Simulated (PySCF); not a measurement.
# CH4Cl2Ge (SMILES [CH3][GeH]([Cl])[Cl]) at 6 levels

Wanted: a comparison of 6 runs (HF/cc-pVDZ, HF/def2-SVP, PBE0/6-31G, wB97X/6-31G, B3LYP/6-31G*) of CH4Cl2Ge. The job is set up through a Python script.

Program for the calculation: PySCF 2.14.0.

### 1 The molecule

CH4Cl2Ge has 8 atoms, charge 0, and is taken as a singlet. SMILES: `[CH3][GeH]([Cl])[Cl]`. Geometry: relaxed at PBE0-D4/def2-TZVP.

Bond lengths: C1–Ge2 1.931 Å, Ge2–Cl3 2.149 Å, Ge2–Cl4 2.149 Å, C1–H5 1.090 Å, C1–H6 1.091 Å, C1–H7 1.090 Å, Ge2–H8 1.532 Å. Some angles: C1–Ge2–Cl3 108.8°, C1–Ge2–Cl4 108.8°, Cl3–Ge2–Cl4 107.4°, C1–Ge2–H8 117.0°, Cl3–Ge2–H8 107.2°, Cl4–Ge2–H8 107.2°, Ge2–C1–H5 109.6°, Ge2–C1–H6 109.6°, Ge2–C1–H7 109.1°, H5–C1–H6 109.7°.

### 2 Energy and gradient at HF/cc-pVDZ (run 1)

Input file calc.py:

```python
import pyscf.grad
from pyscf import gto

molecule = gto.M(
    atom='''
C     -0.355269     2.004621    -0.256058
Ge     0.078802    -1.557890     0.400433
Cl     3.925339    -2.225719     1.517261
Cl    -0.558414    -3.611645    -3.044160
H     -2.284490     2.361780    -0.886282
H      0.022110     3.076096     1.463404
H      0.964138     2.583067    -1.727210
H     -1.618172    -2.738402     2.426975
''',
    basis='cc-pvdz',
    charge=0,
    spin=0,
    max_memory=1860,
    unit='bohr',
    verbose=4,
)

myscf = molecule.RHF()
myscf.conv_tol = 1e-10
myscf.kernel()
if not myscf.converged:
    myscf = myscf.newton().run(myscf.mo_coeff, myscf.mo_occ)

energy = myscf.e_tot
print(f'total energy: {energy:.8f} hartree')
grad = myscf.Gradients().kernel()
myscf.analyze()
```

Launch:

```sh
$ OMP_NUM_THREADS=1 python calc.py
```

The program printed:

```text
PySCF version 2.14.0

[... 79 lines left out ...]
Two-electron Energy =                 1641.269981791299642
[... 10 lines left out ...]
MO #7   energy= -46.3443584845073  occ= 2
[... 8 lines left out ...]
MO #16  energy= -8.01613250574408  occ= 2
[... 8 lines left out ...]
MO #25  energy= -1.71544307804493  occ= 2
[... 8 lines left out ...]
MO #34  energy= -0.517831212847454 occ= 2
[... 8 lines left out ...]
MO #43  energy= 0.232482530608411  occ= 0
[... 8 lines left out ...]
MO #52  energy= 0.579461016252876  occ= 0
[... 8 lines left out ...]
MO #61  energy= 0.847082199206019  occ= 0
[... 8 lines left out ...]
MO #70  energy= 1.01376497896968   occ= 0
[... 8 lines left out ...]
MO #79  energy= 1.35978613450459   occ= 0
[... 8 lines left out ...]
MO #88  energy= 1.88986613159359   occ= 0
[... 8 lines left out ...]
MO #97  energy= 2.7723353874119    occ= 0
[... 69 lines left out ...]
pop of  3 Cl 3py          1.85899
pop of  3 Cl 3pz          1.66818
pop of  3 Cl 4px          0.00106
pop of  3 Cl 4py          0.00156
pop of  3 Cl 4pz          0.00120
pop of  3 Cl 3dxy         0.00074
pop of  3 Cl 3dyz         0.00537
pop of  3 Cl 3dz^2        0.00413
pop of  3 Cl 3dxz         0.00179
pop of  3 Cl 3dx2-y2      0.00077
pop of  4 H 1s            0.87776
pop of  4 H 2s            0.00824
pop of  4 H 2px           0.00162
pop of  4 H 2py           0.00026
pop of  4 H 2pz           0.00023
pop of  5 H 1s            0.87778
pop of  5 H 2s            0.00823
pop of  5 H 2px           0.00008
pop of  5 H 2py           0.00082
pop of  5 H 2pz           0.00121
pop of  6 H 1s            0.87222
pop of  6 H 2s            0.00908
pop of  6 H 2px           0.00074
pop of  6 H 2py           0.00034
pop of  6 H 2pz           0.00099
pop of  7 H 1s            1.08995
pop of  7 H 2s            0.00363
pop of  7 H 2px           0.00154
pop of  7 H 2py           0.00100
pop of  7 H 2pz           0.00226
 ** Mulliken atomic charges  **
charge of    0C =     -0.48671
charge of    1Ge =      0.94214
charge of    2Cl =     -0.34871
charge of    3Cl =     -0.34874
charge of    4H =      0.11190
charge of    5H =      0.11188
charge of    6H =      0.11663
charge of    7H =     -0.09838
Dipole moment(X, Y, Z, Debye): -1.78220,  2.33869,  1.04165
```

Run time: 57 s. Hardware: 1 thread of Intel Xeon at 2.50GHz (Skylake/Cascade Lake), shared host; peak memory 0.2 GiB.

### 3 Energy and gradient at HF/def2-SVP (run 2)

Input file calc.py:

```python
from pyscf import gto

system = gto.Mole()
system.atom = '''
C   -0.188000   1.060800  -0.135500
Ge   0.041700  -0.824400   0.211900
Cl   2.077200  -1.177800   0.802900
Cl  -0.295500  -1.911200  -1.610900
H   -1.208900   1.249800  -0.469000
H    0.011700   1.627800   0.774400
H    0.510200   1.366900  -0.914000
H   -0.856300  -1.449100   1.284300
'''
system.max_memory = 1860
system.basis = 'def2-svp'
system.verbose = 3
system.build()

mf = system.RHF()
mf.conv_tol = 1e-10
mf.kernel()
if not mf.converged:
    mf = mf.newton().run(mf.mo_coeff, mf.mo_occ)

e_tot = mf.e_tot
print(f'total energy: {e_tot:.8f} hartree')
grad = mf.nuc_grad_method().kernel()
dip = mf.dip_moment()
pop, q = mf.mulliken_pop()
```

Launch:

```sh
$ OMP_NUM_THREADS=1 python calc.py
```

The program printed:

```text
converged SCF energy = -3034.08305664337
total energy: -3034.08305664 hartree
[... 8 lines left out ...]
Dipole moment(X, Y, Z, Debye): -1.65759,  2.18849,  0.96484
[... 72 lines left out ...]
pop of  3 Cl 3px          0.73385
pop of  3 Cl 3py          0.70802
pop of  3 Cl 3pz          0.64209
pop of  3 Cl 4px          1.19066
pop of  3 Cl 4py          1.14238
pop of  3 Cl 4pz          1.02007
pop of  3 Cl 3dxy         0.00097
pop of  3 Cl 3dyz         0.00774
pop of  3 Cl 3dz^2        0.00593
pop of  3 Cl 3dxz         0.00257
pop of  3 Cl 3dx2-y2      0.00118
pop of  4 H 1s            0.73959
pop of  4 H 2s            0.15501
pop of  4 H 2px           0.01653
pop of  4 H 2py           0.00569
pop of  4 H 2pz           0.00538
pop of  5 H 1s            0.73957
pop of  5 H 2s            0.15504
pop of  5 H 2px           0.00447
pop of  5 H 2py           0.00922
pop of  5 H 2pz           0.01391
pop of  6 H 1s            0.73679
pop of  6 H 2s            0.14863
pop of  6 H 2px           0.00994
pop of  6 H 2py           0.00631
pop of  6 H 2pz           0.01143
pop of  7 H 1s            0.72235
pop of  7 H 2s            0.37629
pop of  7 H 2px           0.00423
pop of  7 H 2py           0.00273
pop of  7 H 2pz           0.00591
 ** Mulliken atomic charges  **
charge of    0C =     -0.34893
charge of    1Ge =      0.92998
charge of    2Cl =     -0.35600
charge of    3Cl =     -0.35603
charge of    4H =      0.07779
charge of    5H =      0.07779
charge of    6H =      0.08690
charge of    7H =     -0.11150
```

Wall time 31 s (1 thread of Intel Xeon at 2.50GHz (Skylake/Cascade Lake), shared host); peak memory 0.22 GiB.

Runs 3 to 5 aren't shown in full; the table further down has their settings and results.

### 4 Energy and gradient at B3LYP/6-31G(d) (Cartesian functions) (run 6)

Input file calc.py:

```python
# [CH3][GeH]([Cl])[Cl]
import pyscf.grad
from pyscf import gto, dft

system = gto.M(
    atom='''
C   -0.188000   1.060800  -0.135500
Ge   0.041700  -0.824400   0.211900
Cl   2.077200  -1.177800   0.802900
Cl  -0.295500  -1.911200  -1.610900
H   -1.208900   1.249800  -0.469000
H    0.011700   1.627800   0.774400
H    0.510200   1.366900  -0.914000
H   -0.856300  -1.449100   1.284300
''',
    verbose=4,
    basis='6-31g*',
    charge=0,
    spin=0,
    max_memory=1860,
    cart=True,
)

mf = dft.RKS(system, xc='b3lyp')
mf.grids.level = 5
mf.conv_tol = 1e-10
mf.kernel()
if not mf.converged:
    mf = mf.newton().run(mf.mo_coeff, mf.mo_occ)

etot = mf.e_tot
print('E(%s) = %.9f' % ('B3LYP', etot))
grad = mf.Gradients().kernel()
dip = mf.dip_moment()
pop, q = mf.mulliken_pop()
```

Launch:

```sh
$ OMP_NUM_THREADS=1 python calc.py
```

The program printed:

```text
PySCF version 2.14.0

[... 77 lines left out ...]
converged SCF energy = -3037.76911191643
[... 13 lines left out ...]
Dipole moment(X, Y, Z, Debye): -1.68221,  2.32287,  0.94802
[... 66 lines left out ...]
pop of  2 Cl 3dxz         0.00332
pop of  2 Cl 3dyy        -0.02079
pop of  2 Cl 3dyz         0.00028
pop of  2 Cl 3dzz        -0.01974
pop of  3 Cl 1s           1.99865
pop of  3 Cl 2s           1.98840
pop of  3 Cl 3s           1.46179
pop of  3 Cl 4s           0.54170
pop of  3 Cl 2px          1.99189
pop of  3 Cl 2py          1.99137
pop of  3 Cl 2pz          1.99014
pop of  3 Cl 3px          1.27271
pop of  3 Cl 3py          1.23125
pop of  3 Cl 3pz          1.11679
pop of  3 Cl 4px          0.63109
pop of  3 Cl 4py          0.56797
pop of  3 Cl 4pz          0.43075
pop of  3 Cl 3dxx        -0.02060
pop of  3 Cl 3dxy         0.00070
pop of  3 Cl 3dxz         0.00190
pop of  3 Cl 3dyy        -0.01620
pop of  3 Cl 3dyz         0.00537
pop of  3 Cl 3dzz        -0.00386
pop of  4  H 1s           0.51844
pop of  4  H 2s           0.28931
pop of  5  H 1s           0.51843
pop of  5  H 2s           0.28936
pop of  6  H 1s           0.51717
pop of  6  H 2s           0.27917
pop of  7  H 1s           0.48763
pop of  7  H 2s           0.45614
 ** Mulliken atomic charges  **
charge of    0C =     -0.56659
charge of    1Ge =      0.28581
charge of    2Cl =     -0.18177
charge of    3Cl =     -0.18180
charge of    4H =      0.19225
charge of    5H =      0.19222
charge of    6H =      0.20366
charge of    7H =      0.05623
```

Wall time 1.7 min (1 thread of Intel Xeon at 2.50GHz (Skylake/Cascade Lake), shared host); peak memory 0.94 GiB.

### 5 Overview of the runs

```csv
run,level,integration grid,Cartesian functions,energy (Eh),dipole moment (D),HOMO energy (eV),LUMO energy (eV),wall time
1,HF/cc-pVDZ,–,no,-3034.642153,3.12,-11.86,3.73,57 s
2,HF/def2-SVP,–,no,-3034.083057,2.91,-11.82,4.02,31 s
3,PBE0/6-31G,5,no,-3036.958943,3.76,-8.89,-0.61,75 s
4,wB97X/6-31G,5,no,-3037.595845,3.92,-11.29,1.47,2.5 min
5,B3LYP/6-31G* (spherical functions),5,no,-3037.756761,3.04,-8.38,-0.48,1.7 min
6,B3LYP/6-31G* (Cartesian functions),5,yes,-3037.769112,3.02,-8.38,-0.53,1.7 min
```

### 6 Summary of results

```
                       quantity           value
            run 6: total energy  -3037.76911 Eh
           run 6: dipole moment          3.02 D
             run 6: HOMO energy        -8.38 eV
             run 6: LUMO energy        -0.53 eV
           run 6: HOMO–LUMO gap         7.85 eV
run 6: largest force on an atom      0.587 eV/Å
```

What this shows: The dipole moment (its size) runs from 2.91 D (HF/def2-SVP) to 3.92 D (wB97X/6-31G). The two ends differ in method and basis. The HOMO–LUMO gap runs from 7.85 eV (B3LYP/6-31G*) to 15.84 eV (HF/def2-SVP). Totals of different functionals can't be ranked against each other. All runs together took 8.6 min, the longest 2.5 min.
